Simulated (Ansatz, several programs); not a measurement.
SiGe3 as one 4-atom ordering (P-4m2) on the diamond lattice, relaxed with r2SCAN in Ansatz (plane waves, PAW): space group P-4m2 (No. 115), tetragonal; conventional cell a = 3.970 Å, c = 5.594 Å, 22.04 Å³ an atom. Si has 4 Ge at 2.41 Å; Ge has 2 Si at 2.41 Å and 2 Ge at 2.45 Å; Ge has 4 Ge at 2.45 Å. The cell was then scaled with its shape and fractional coordinates held, which makes it stiffer than a relaxed compression. (Calculated; spin-unpolarised; the phase may be known or hypothetical.)

```csv
V (Å³/atom),E (meV/atom)
20.718,21.71
22.040,0.00
22.702,4.60
23.363,17.39
```

**Question.** Pass a cubic E = c₀ + c₁u + c₂u² + c₃u³, with u = V − 22.206 Å³, through these points.

**Answer.** c₀ = 0.30, c₁ = +3.583, c₂ = 10.726, c₃ = -0.9098 (meV and Å³).

**Question.** Where is the minimum, and what bulk modulus follows?

**Answer.** dE/du = 0 at u = -0.164, so V₀ = 22.04 Å³. B = V₀ d²E/dV² = 22.04 × (2c₂ + 6c₃u) = 22.04 × 22.345 = 493 meV/Å³, and 1 meV/Å³ is 0.16022 GPa: 79 GPa. A third-order Birch-Murnaghan fit to all five points gives 22.04 Å³ and 78 GPa.

**Question.** Predict the energy and the pressure at the withheld volume, 21.379 Å³.

**Answer.** With u = -0.827: E ≈ 5.19 meV and P = −dE/dV ≈ +2.57 GPa. The run gives 5.12 meV and, from its stress, +2.55 GPa.
